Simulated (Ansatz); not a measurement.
# C4H10BN, SMILES C=CBN(C)C: a single point in a Gaussian basis

Computed with the Ansatz DFT code, driven from Python.

The cells in order, each with its output:

```python
import ansatz as az

GEOMETRY = """
C     2.70630    0.21570   -0.74630
C     1.42370   -0.09660   -0.55170
B     0.50920    0.75870    0.40310
N    -0.97240    0.41100    0.63790
C    -1.73040    0.48640   -0.61890
C    -1.10490   -0.92210    1.24200
H     3.16220    1.06980   -0.25310
H     3.31560   -0.38980   -1.40950
H     1.00350   -0.95720   -1.06180
H     0.96750    1.69590    0.95850
H    -1.38250   -0.27220   -1.35550
H    -1.63780    1.50030   -1.06700
H    -2.81010    0.31630   -0.41880
H    -2.17110   -1.12280    1.48250
H    -0.54000   -0.97170    2.19900
H    -0.73880   -1.72160    0.55940
"""
```

```python
c4h10bn = az.Crystal.molecule()
for line in GEOMETRY.strip().splitlines():
    symbol, *xyz = line.split()
    c4h10bn = c4h10bn.atom(symbol, [float(v) for v in xyz])
```

```python
job = (
    c4h10bn.calculation()
    .basis(gaussian="def2-SVPD")
    .functional(az.LibraryFunctional("B97"))
)
trace = []
out = job.session().plan().execute(on_event=trace.append)
rep = out.report

sorted(key for key in rep if key.endswith("_ev"))
```

    ['free_energy_ev', 'reference_energy_ev']

```python
{key: value for key, value in rep.items() if isinstance(value, (int, float)) and "ev" in key}
```

    {'free_energy_ev': -6469.988348180849, 'reference_energy_ev': -6469.988348180849}

```python
rep["mean_field"]["state"]["spin_squared"]
```

    -8.881784197001252e-14

```python
for event in trace:
    if event["event"] == "mean_field_evaluation" and event["data"]["evaluation"] <= 25:
        print("pass {evaluation:3d}  E = {energy_ev:.6f} eV  gradient {gradient_ev:.1e}".format(**event["data"]))

for key in ("converged", "free_energy_ev", "reference_energy_ev", "n_frozen", "n_occupied", "n_virtual"):
    print(f"{key:22s} {rep[key]}")
```

    pass   1  E = -6460.892331 eV  gradient 6.0e+01
    pass   2  E = -6454.504191 eV  gradient 7.8e+01
    pass   3  E = -6469.697614 eV  gradient 1.3e+01
    pass   4  E = -6470.008431 eV  gradient 4.3e+00
    pass   5  E = -6470.046114 eV  gradient 1.1e+00
    pass   6  E = -6470.048451 eV  gradient 5.7e-01
    pass   7  E = -6470.049268 eV  gradient 9.5e-02
    pass   8  E = -6469.988020 eV  gradient 3.6e-01
    pass   9  E = -6469.988309 eV  gradient 4.9e-02
    pass  10  E = -6469.988313 eV  gradient 2.7e-02
    pass  11  E = -6469.988315 eV  gradient 2.7e-03
    pass  12  E = -6469.988315 eV  gradient 7.7e-04
    pass  13  E = -6469.988315 eV  gradient 8.2e-04
    pass  14  E = -6469.988315 eV  gradient 3.2e-04
    pass  15  E = -6469.988315 eV  gradient 6.1e-05
    pass  16  E = -6469.988315 eV  gradient 6.1e-05
    converged              True
    free_energy_ev         -6469.988348180849
    reference_energy_ev    -6469.988348180849
    n_frozen               0
    n_occupied             [23, 23]
    n_virtual              [177, 177]

Total energies depend on the basis set; only differences at equal settings carry meaning. The geometry is a force-field or estimated start, not a minimum of this method, and the basis set is short of its limit. Early passes use coarser integrals and grids, so their energies can't be compared with the last. Hardware and time: 21 s on 1 thread of Arm Neoverse V1 (shared host), peak memory 0.49 GiB.
